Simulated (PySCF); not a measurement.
**C3H10BP: electronic excitations at several levels of theory**

How much do the electronic excitations of C3H10BP (`CCB(C)P`) depend on the level of theory, and what does each level cost?

The runs use PySCF 2.14.0, with density-fitted response routines of our own; the level of theory stands in each step. All values are computed, except where a source is named. Atoms count from 0, in the outputs and in this text.

## (1) The molecule as given

15 atoms, charge 0, multiplicity 1; geometry from: GFN2-xTB. The atoms were then displaced at random by about 0.01 Å, so the start is not that level's minimum.

Bonds of the start (Å): C0–C1 1.50, C1–B2 1.57, B2–C3 1.61, B2–P4 1.89, C0–H5 1.08, C0–H6 1.09, C0–H7 1.12, C1–H8 1.09, C1–H9 1.08, C3–H10 1.10, C3–H11 1.06, C3–H12 1.07, P4–H13 1.36, P4–H14 1.37.

## (2) Geometry optimisation at PBE0-D3(BJ)/def2-SVP

The job: settings as JSON, then the geometry in Å.

```
{"job": {"xc": "PBE0", "basis": "def2-SVP", "d3": "d3bj", "grid": 1, "shake": 0.01, "kind": "geom"}, "charge": 0, "multiplicity": 1}
C     -1.936540     0.515570     0.241220
C     -0.963100    -0.397790    -0.450380
B      0.553400    -0.120140    -0.166290
C      1.634470    -1.311080    -0.218720
P      1.171050     1.578280     0.402710
H     -1.879590     0.457230     1.315960
H     -2.968720     0.296440    -0.050360
H     -1.748480     1.584170    -0.036070
H     -1.221170    -1.421120    -0.183510
H     -1.101970    -0.314720    -1.523090
H      1.224200    -2.180670    -0.755260
H      2.576030    -1.036220    -0.622000
H      1.767730    -1.638300     0.796040
H      2.365320     1.613970    -0.252410
H      0.512030     2.357000    -0.516390
```

On the command line:

```bash
> OMP_NUM_THREADS=1 python probes_run.py task.json out
```

The driver reads the jobs from task.json and runs them one after another.

Output:

```text
step   0  E = -486.02338854  max force = 0.044762
step   1  E = -486.03145342  max force = 0.008595
step   2  E = -486.03188503  max force = 0.002084
step   3  E = -486.03200130  max force = 0.001569
step   4  E = -486.03211498  max force = 0.002342
step   5  E = -486.03221410  max force = 0.001858
step   6  E = -486.03228346  max force = 0.000598
step   7  E = -486.03234543  max force = 0.000954
step   8  E = -486.03239953  max force = 0.001216
step   9  E = -486.03242620  max force = 0.000832
step  10  E = -486.03243114  max force = 0.000313
optimisation converged
```

Wall time 56 s (1 thread of Arm Neoverse V2, shared host); peak memory 0.52 GiB.

The steps of the relaxation:

| step | energy from step 0 (eV) | largest force component (eV/Å) |
| --- | --- | --- |
| 0 | 0.0000 | 2.3018 |
| 1 | -0.2195 | 0.4420 |
| 2 | -0.2312 | 0.1072 |
| 3 | -0.2344 | 0.0807 |
| 4 | -0.2375 | 0.1204 |
| 5 | -0.2402 | 0.0955 |
| 6 | -0.2420 | 0.0308 |
| 7 | -0.2437 | 0.0491 |
| 8 | -0.2452 | 0.0625 |
| 9 | -0.2459 | 0.0428 |
| 10 | -0.2461 | 0.0161 |

Distances of close pairs at the start and the end, largest changes first:

| bond | before (Å) | after (Å) | change (Å) |
| --- | --- | --- | --- |
| P4–H13 | 1.363 | 1.422 | +0.059 |
| P4–H14 | 1.373 | 1.422 | +0.048 |
| C3–H11 | 1.061 | 1.100 | +0.039 |
| B2–C3 | 1.609 | 1.574 | -0.035 |
| C3–H12 | 1.075 | 1.107 | +0.032 |
| C1–H9 | 1.085 | 1.110 | +0.025 |
| C0–H5 | 1.078 | 1.102 | +0.024 |
| C0–C1 | 1.503 | 1.522 | +0.019 |

The end geometry stands in the next job.

| at the end point | value |
| --- | --- |
| point group (found at 0.08 Å tolerance) | C1 |
| rotational constants (GHz, main isotopes) | 3.965, 2.921, 1.756 |
| dipole moment (D) | 1.21 |

## (3) TDDFT and polarisability: PBE0/def2-SVP

The job: settings as JSON, then the geometry in Å.

```
{"job": {"kind": "uv", "xc": "PBE0", "basis": "def2-SVP"}, "charge": 0, "multiplicity": 1}
C     -1.804844     0.846004    -0.001095
C     -0.798328    -0.214616    -0.425218
B      0.744718     0.068323    -0.285097
C      1.764907    -1.115421    -0.471859
P      1.386690     1.750412     0.345775
H     -1.680436     1.118557     1.059346
H     -2.844130     0.507024    -0.131736
H     -1.689292     1.771205    -0.587349
H     -1.002706    -1.175608     0.085598
H     -0.934204    -0.467167    -1.497390
H      1.417183    -1.853947    -1.212275
H      2.794841    -0.817332    -0.716772
H      1.809578    -1.653895     0.494270
H      2.552011     1.911628    -0.452998
H      0.547328     2.667480    -0.343620
```

Method: TDDFT PBE0/def2-SVP, vertical, gas phase, core orbitals frozen in the response.

Output:

```text
coarse grid: 12168 points
cycle   1  E = -485.9183629785  dE =  9.629e-02  |g| = 3.958e-01  |ddm| = 3.593e+00
cycle   2  E = -485.9092851759  dE =  9.078e-03  |g| = 4.414e-01  |ddm| = 9.633e-01
cycle   3  E = -485.9642132278  dE = -5.493e-02  |g| = 3.169e-02  |ddm| = 5.013e-01
cycle   4  E = -485.9644519568  dE = -2.387e-04  |g| = 1.828e-02  |ddm| = 7.674e-02
cycle   5  E = -485.9645627239  dE = -1.108e-04  |g| = 2.759e-03  |ddm| = 2.838e-02
cycle   6  E = -485.9645648612  dE = -2.137e-06  |g| = 6.161e-04  |ddm| = 4.356e-03
final grid: 110480 points
cycle   7  E = -486.0216411716  dE = -2.788e-05  |g| = 7.503e-03  |ddm| = 3.585e-02
cycle   8  E = -486.0216353523  dE =  5.819e-06  |g| = 8.723e-03  |ddm| = 1.724e-02
cycle   9  E = -486.0216568758  dE = -2.152e-05  |g| = 4.871e-04  |ddm| = 9.868e-03
cycle  10  E = -486.0216569519  dE = -7.612e-08  |g| = 1.372e-04  |ddm| = 8.399e-04
cycle  11  E = -486.0216569575  dE = -5.622e-09  |g| = 2.685e-05  |ddm| = 1.853e-04
cycle  12  E = -486.0216569578  dE = -2.075e-10  |g| = 5.804e-06  |ddm| = 4.440e-05
converged SCF energy = -486.0216569578

Static polarisability (au): isotropic 69.032, principal 53.694 73.414 79.989

Singlet excitations
state   eV       nm        f      main configurations
  1   5.1144    242.4   0.07219   H->L 0.91
  2   6.1718    200.9   0.01895   H-1->L 0.78, H-2->L 0.18
  3   6.5358    189.7   0.05478   H-2->L 0.78, H-1->L 0.15
  4   6.7886    182.6   0.00936   H->L+1 0.94
  5   7.1890    172.5   0.03691   H->L+2 0.92
  6   7.6862    161.3   0.05347   H-3->L 0.99
  7   8.1030    153.0   0.00151   H-4->L 0.89
  8   8.1965    151.3   0.07701   H->L+3 0.90
  9   8.3206    149.0   0.00119   H-5->L 0.86
 10   8.4571    146.6   0.00852   H->L+4 0.93

Triplet excitations (Tamm-Dancoff, eV): 3.9844 5.5989 5.8968 5.9148
```

Run time: 13 s. Hardware: 1 thread of Arm Neoverse V2, shared host; peak memory 0.65 GiB.

Frontier orbitals and where they lie:

| orbital | eV | atoms |
| --- | --- | --- |
| HOMO−3 | -9.59 | C0 24 %, C1 21 %, H7 13 % |
| HOMO−2 | -8.87 | C3 26 %, B2 24 %, P4 20 % |
| HOMO−1 | -8.51 | C1 27 %, B2 21 %, P4 19 % |
| HOMO | -6.95 | P4 74 %, B2 15 % |
| LUMO | -0.76 | B2 64 %, P4 12 %, H12 4 % |
| LUMO+1 | 1.33 | P4 43 %, H13 22 %, H14 11 % |
| LUMO+2 | 1.46 | P4 18 %, H14 18 %, B2 9 % |

With each of the 10 states as a Gaussian band of 0.4 eV half-width at 1/e, the curve within the window shown has maxima at 243 nm (ε 2,900), 190 nm (ε 2,900), 153 nm (ε 3,900) L/(mol cm). Beyond the last state computed it falls off for lack of states. The curve at chosen wavelengths:

```csv
nm,ε (L/mol/cm)
142,654
147,2499
153,3948
158,3529
163,3005
169,2472
174,2217
179,2225
185,2671
190,2912
195,2624
201,1821
206,1155
211,696
216,534
222,793
227,1352
232,2055
238,2734
243,2923
248,2723
254,2130
259,1544
264,1019
270,556
275,310
```

Further results of this job:

| property | computed |
| --- | --- |
| dipole moment (D) | 1.21 |
| polarisability (Å³) | 10.23 |
| HOMO–LUMO gap (eV) | 6.19 |
| −ε(HOMO) (eV) | 6.95 |

## (4) Excited states and response: PBE0/def2-TZVP

Settings changed since step 3:

```diff
@@ -1,2 +1,2 @@
-{"job": {"kind": "uv", "xc": "PBE0", "basis": "def2-SVP"}, "charge": 0, "multiplicity": 1}
+{"job": {"kind": "uv", "xc": "PBE0", "basis": "def2-TZVP"}, "charge": 0, "multiplicity": 1}
 C     -1.804844     0.846004    -0.001095
```

Level: TDDFT PBE0/def2-TZVP, vertical, gas phase, core orbitals frozen in the response.

Output:

```text
coarse grid: 12168 points
cycle   1  E = -486.2474046549  dE =  1.225e-01  |g| = 4.465e-01  |ddm| = 2.581e+00
cycle   2  E = -486.2302852775  dE =  1.712e-02  |g| = 5.104e-01  |ddm| = 8.166e-01
cycle   3  E = -486.3012590561  dE = -7.097e-02  |g| = 4.279e-02  |ddm| = 4.958e-01
cycle   4  E = -486.3016624239  dE = -4.034e-04  |g| = 2.630e-02  |ddm| = 6.183e-02
cycle   5  E = -486.3018666947  dE = -2.043e-04  |g| = 3.140e-03  |ddm| = 2.438e-02
cycle   6  E = -486.3018690043  dE = -2.310e-06  |g| = 1.169e-03  |ddm| = 3.716e-03
final grid: 110480 points
cycle   7  E = -486.2899602001  dE = -6.442e-05  |g| = 8.525e-03  |ddm| = 6.043e-02
cycle   8  E = -486.2899535411  dE =  6.659e-06  |g| = 9.617e-03  |ddm| = 1.350e-02
cycle   9  E = -486.2899773259  dE = -2.378e-05  |g| = 7.523e-04  |ddm| = 7.660e-03
cycle  10  E = -486.2899774798  dE = -1.539e-07  |g| = 2.561e-04  |ddm| = 9.346e-04
cycle  11  E = -486.2899774988  dE = -1.897e-08  |g| = 5.751e-05  |ddm| = 2.624e-04
cycle  12  E = -486.2899774996  dE = -7.493e-10  |g| = 1.058e-05  |ddm| = 5.151e-05
converged SCF energy = -486.2899774996

Static polarisability (au): isotropic 78.340, principal 63.060 82.543 89.418

Singlet excitations
state   eV       nm        f      main configurations
  1   5.0518    245.4   0.06566   H->L 0.91
  2   6.1044    203.1   0.01483   H-1->L 0.79, H-2->L 0.17
  3   6.4562    192.0   0.01478   H->L+2 0.90
  4   6.4653    191.8   0.02714   H-2->L 0.67, H-1->L 0.12, H->L+1 0.09
  5   6.5507    189.3   0.08245   H->L+1 0.87
  6   7.5205    164.9   0.08357   H->L+3 0.52, H->L+4 0.36
  7   7.6223    162.7   0.03931   H-3->L 0.96
  8   7.7190    160.6   0.02465   H->L+4 0.53, H->L+3 0.42
  9   8.0267    154.5   0.00621   H-4->L 0.55, H-1->L+1 0.40
 10   8.0463    154.1   0.00944   H-1->L+1 0.51, H-4->L 0.37

Triplet excitations (Tamm-Dancoff, eV): 3.9228 5.5331 5.5874 5.8212
```

It took 30 s on 1 thread of Arm Neoverse V2, shared host; peak memory 0.89 GiB.

Key values: HOMO -7.03 eV, LUMO -0.87 eV; lowest singlet 5.05 eV.

## (5) TDDFT and polarisability: PBE0/aug-cc-pVDZ

Settings changed since step 4:

```diff
@@ -1,2 +1,2 @@
-{"job": {"kind": "uv", "xc": "PBE0", "basis": "def2-TZVP"}, "charge": 0, "multiplicity": 1}
+{"job": {"kind": "uv", "xc": "PBE0", "basis": "aug-cc-pVDZ"}, "charge": 0, "multiplicity": 1}
 C     -1.804844     0.846004    -0.001095
```

Level: TDDFT PBE0/aug-cc-pVDZ, vertical, gas phase, core orbitals frozen in the response.

Output:

```text
coarse grid: 12168 points
cycle   1  E = -486.1835337419  dE =  1.614e-01  |g| = 4.216e-01  |ddm| = 8.509e+00
cycle   2  E = -486.1683983294  dE =  1.514e-02  |g| = 4.816e-01  |ddm| = 2.040e+00
cycle   3  E = -486.2341928791  dE = -6.579e-02  |g| = 3.841e-02  |ddm| = 9.772e-01
cycle   4  E = -486.2345882864  dE = -3.954e-04  |g| = 1.949e-02  |ddm| = 1.297e-01
cycle   5  E = -486.2347121148  dE = -1.238e-04  |g| = 2.996e-03  |ddm| = 4.983e-02
cycle   6  E = -486.2347147091  dE = -2.594e-06  |g| = 6.721e-04  |ddm| = 9.446e-03
final grid: 110480 points
cycle   7  E = -486.2452643988  dE = -3.497e-05  |g| = 7.947e-03  |ddm| = 2.184e-01
cycle   8  E = -486.2452569450  dE =  7.454e-06  |g| = 9.402e-03  |ddm| = 3.909e-02
cycle   9  E = -486.2452820559  dE = -2.511e-05  |g| = 5.967e-04  |ddm| = 1.973e-02
cycle  10  E = -486.2452821707  dE = -1.147e-07  |g| = 1.780e-04  |ddm| = 1.587e-03
cycle  11  E = -486.2452821803  dE = -9.612e-09  |g| = 3.670e-05  |ddm| = 5.490e-04
cycle  12  E = -486.2452821807  dE = -3.960e-10  |g| = 7.410e-06  |ddm| = 1.165e-04
converged SCF energy = -486.2452821807

Static polarisability (au): isotropic 82.793, principal 67.521 86.831 94.028

Singlet excitations
state   eV       nm        f      main configurations
  1   5.0433    245.8   0.06359   H->L 0.92
  2   5.8532    211.8   0.06640   H->L+1 0.93
  3   6.1081    203.0   0.02209   H-1->L 0.79, H-2->L 0.16
  4   6.3814    194.3   0.01369   H->L+5 0.70, H->L+3 0.12
  5   6.4574    192.0   0.03761   H-2->L 0.71, H-1->L 0.10
  6   6.5721    188.7   0.01807   H->L+2 0.72, H->L+3 0.15
  7   6.6390    186.8   0.01001   H->L+3 0.63, H->L+5 0.16, H->L+2 0.13
  8   6.8357    181.4   0.00531   H->L+4 0.89
  9   7.0615    175.6   0.11409   H->L+6 0.69, H->L+7 0.12
 10   7.2586    170.8   0.03421   H->L+7 0.45, H->L+8 0.38, H->L+6 0.09

Triplet excitations (Tamm-Dancoff, eV): 3.9765 5.5458 5.6400 5.6572
```

Run time: 28 s. Hardware: 1 thread of Arm Neoverse V2, shared host; peak memory 0.85 GiB.

In short: HOMO -7.03 eV, LUMO -0.87 eV; lowest singlet 5.04 eV.

## (6) TDDFT and polarisability: PBE0/def2-TZVPD

Settings changed since step 5:

```diff
@@ -1,2 +1,2 @@
-{"job": {"kind": "uv", "xc": "PBE0", "basis": "aug-cc-pVDZ"}, "charge": 0, "multiplicity": 1}
+{"job": {"kind": "uv", "xc": "PBE0", "basis": "def2-TZVPD"}, "charge": 0, "multiplicity": 1}
 C     -1.804844     0.846004    -0.001095
```

Level: TDDFT PBE0/def2-TZVPD, vertical, gas phase, core orbitals frozen in the response.

Output:

```text
coarse grid: 12168 points
cycle   1  E = -486.2481140967  dE =  1.223e-01  |g| = 4.465e-01  |ddm| = 3.206e+00
cycle   2  E = -486.2304500838  dE =  1.766e-02  |g| = 5.117e-01  |ddm| = 1.278e+00
cycle   3  E = -486.3019193592  dE = -7.147e-02  |g| = 4.339e-02  |ddm| = 6.435e-01
cycle   4  E = -486.3023351849  dE = -4.158e-04  |g| = 2.654e-02  |ddm| = 7.905e-02
cycle   5  E = -486.3025434184  dE = -2.082e-04  |g| = 3.155e-03  |ddm| = 3.236e-02
cycle   6  E = -486.3025457426  dE = -2.324e-06  |g| = 1.162e-03  |ddm| = 6.472e-03
final grid: 110480 points
cycle   7  E = -486.2906635688  dE = -7.307e-05  |g| = 8.541e-03  |ddm| = 2.982e-01
cycle   8  E = -486.2906569754  dE =  6.593e-06  |g| = 9.626e-03  |ddm| = 2.332e-02
cycle   9  E = -486.2906808172  dE = -2.384e-05  |g| = 7.626e-04  |ddm| = 1.073e-02
cycle  10  E = -486.2906809738  dE = -1.566e-07  |g| = 2.742e-04  |ddm| = 1.445e-03
cycle  11  E = -486.2906809956  dE = -2.187e-08  |g| = 6.200e-05  |ddm| = 4.484e-04
cycle  12  E = -486.2906809965  dE = -8.748e-10  |g| = 1.109e-05  |ddm| = 1.093e-04
converged SCF energy = -486.2906809965

Static polarisability (au): isotropic 82.404, principal 67.131 86.500 93.581

Singlet excitations
state   eV       nm        f      main configurations
  1   5.0184    247.1   0.06421   H->L 0.92
  2   5.9716    207.6   0.05611   H->L+1 0.93
  3   6.0852    203.7   0.02547   H-1->L 0.77, H-2->L 0.17
  4   6.3574    195.0   0.01351   H->L+2 0.69, H->L+3 0.19, H->L+4 0.09
  5   6.4390    192.6   0.04493   H-2->L 0.78, H-1->L 0.13
  6   6.9155    179.3   0.01750   H->L+3 0.77, H->L+2 0.17
  7   7.0334    176.3   0.02484   H->L+4 0.76, H->L+2 0.10
  8   7.2730    170.5   0.11662   H->L+5 0.65, H->L+6 0.16
  9   7.4699    166.0   0.01356   H-1->L+1 0.94
 10   7.5938    163.3   0.02851   H-3->L 0.93

Triplet excitations (Tamm-Dancoff, eV): 3.9093 5.5138 5.5302 5.7206
```

Wall time 45 s (1 thread of Arm Neoverse V2, shared host); peak memory 1 GiB.

This run: HOMO -7.04 eV, LUMO -0.91 eV; lowest singlet 5.02 eV.

## (7) TDDFT and polarisability: PBE0/6-31+G*

Settings changed since step 6:

```diff
@@ -1,2 +1,2 @@
-{"job": {"kind": "uv", "xc": "PBE0", "basis": "def2-TZVPD"}, "charge": 0, "multiplicity": 1}
+{"job": {"kind": "uv", "xc": "PBE0", "basis": "6-31+G*"}, "charge": 0, "multiplicity": 1}
 C     -1.804844     0.846004    -0.001095
```

Level: TDDFT PBE0/6-31+G*, vertical, gas phase, core orbitals frozen in the response.

Output:

```text
coarse grid: 12168 points
cycle   1  E = -486.2063882694  dE =  1.485e-01  |g| = 4.316e-01  |ddm| = 3.317e+00
cycle   2  E = -486.1932292760  dE =  1.316e-02  |g| = 4.833e-01  |ddm| = 1.349e+00
cycle   3  E = -486.2595805404  dE = -6.635e-02  |g| = 3.374e-02  |ddm| = 8.740e-01
cycle   4  E = -486.2598778995  dE = -2.974e-04  |g| = 1.766e-02  |ddm| = 1.052e-01
cycle   5  E = -486.2599826692  dE = -1.048e-04  |g| = 2.619e-03  |ddm| = 3.655e-02
cycle   6  E = -486.2599845270  dE = -1.858e-06  |g| = 6.227e-04  |ddm| = 4.938e-03
final grid: 110480 points
cycle   7  E = -486.2081980719  dE = -2.326e-05  |g| = 8.051e-03  |ddm| = 5.554e-02
cycle   8  E = -486.2081910969  dE =  6.975e-06  |g| = 9.469e-03  |ddm| = 2.300e-02
cycle   9  E = -486.2082167699  dE = -2.567e-05  |g| = 5.041e-04  |ddm| = 1.354e-02
cycle  10  E = -486.2082168494  dE = -7.951e-08  |g| = 1.346e-04  |ddm| = 1.266e-03
cycle  11  E = -486.2082168548  dE = -5.426e-09  |g| = 2.829e-05  |ddm| = 2.621e-04
cycle  12  E = -486.2082168550  dE = -2.202e-10  |g| = 6.727e-06  |ddm| = 6.892e-05
converged SCF energy = -486.2082168550

Static polarisability (au): isotropic 75.502, principal 60.985 78.218 87.305

Singlet excitations
state   eV       nm        f      main configurations
  1   5.1245    241.9   0.07213   H->L 0.92
  2   5.9300    209.1   0.07734   H->L+1 0.93
  3   6.1776    200.7   0.02031   H-1->L 0.79, H-2->L 0.16
  4   6.5543    189.2   0.03481   H-2->L 0.71, H-1->L 0.10, H->L+2 0.09
  5   6.6284    187.0   0.00904   H->L+4 0.45, H->L+2 0.28, H->L+3 0.14
  6   6.6812    185.6   0.03258   H->L+2 0.48, H->L+3 0.31
  7   6.7910    182.6   0.00902   H->L+3 0.49, H->L+4 0.29, H->L+2 0.10
  8   7.1754    172.8   0.00125   H->L+5 0.82, H->L+4 0.15
  9   7.2596    170.8   0.17154   H->L+6 0.92
 10   7.4725    165.9   0.01581   H-1->L+1 0.96

Triplet excitations (Tamm-Dancoff, eV): 4.0415 5.6090 5.7058 5.7877
```

Run time: 12 s. Hardware: 1 thread of Arm Neoverse V2, shared host; peak memory 0.66 GiB.

Key values: HOMO -7.00 eV, LUMO -0.78 eV; lowest singlet 5.12 eV.

## (8) Comparing the runs: electronic excitations

Excitations and ground-state properties, with basis size and wall time:

| run | lowest singlet (eV) | brightest (eV) | f | gap (eV) | α (Å³) | μ (D) | functions | time |
| --- | --- | --- | --- | --- | --- | --- | --- | --- |
| PBE0/def2-SVP | 5.11 | 8.20 | 0.077 | 6.19 | 10.23 | 1.21 | 124 | 13 s |
| PBE0/def2-TZVP | 5.05 | 7.52 | 0.084 | 6.16 | 11.61 | 1.16 | 221 | 30 s |
| PBE0/aug-cc-pVDZ | 5.04 | 7.06 | 0.114 | 6.16 | 12.27 | 1.17 | 209 | 28 s |
| PBE0/def2-TZVPD | 5.02 | 7.27 | 0.117 | 6.14 | 12.21 | 1.15 | 281 | 45 s |
| PBE0/6-31+G* | 5.12 | 7.26 | 0.172 | 6.22 | 11.19 | 1.32 | 114 | 12 s |

## (9) Summary of results

```
                                quantity                        value
                             point group                           C1
    rotational constants (main isotopes)         3.96, 2.92, 1.76 GHz
          lowest singlet (PBE0/def2-SVP)  5.11 eV (242 nm), f = 0.072
brightest single state of those computed  state 8, 8.20 eV, f = 0.077
                          lowest triplet                      3.98 eV
             range of the lowest singlet              5.02 to 5.12 eV
```

Single values in the summary come from the first sound run of each kind (PBE0/def2-SVP), which need not be the best level. The start of the PBE0/def2-SVP relaxation was shaken at random by about 0.01 Å, so part of the energy gained, and of the first lengths quoted, undoes that. Over 10 steps the energy fell by 0.246 eV; of the close pairs, P4–H13 changed most, 1.363 to 1.422 Å. The first singlet state (HOMO→LUMO 0.91) lies at 5.11 eV and is bright; of the 10 states computed, the strongest absorption comes from state 8 at 8.20 eV. The lowest triplet lies 1.13 eV below the lowest singlet (triplets in Tamm-Dancoff, singlets in full TDDFT). At PBE0/def2-SVP, states above −ε(HOMO) (6.95 eV) lie where TDDFT describes them poorly and they hang on the basis; the brightest is among them. The basis of PBE0/def2-SVP has no diffuse functions, so Rydberg states are missing and the high states are unreliable. The lowest singlet runs from 5.02 eV (PBE0/def2-TZVPD) to 5.12 eV (PBE0/6-31+G*), while the orbital gap spans 6.14 to 6.22 eV. The lowest state need not be the same one in every run.
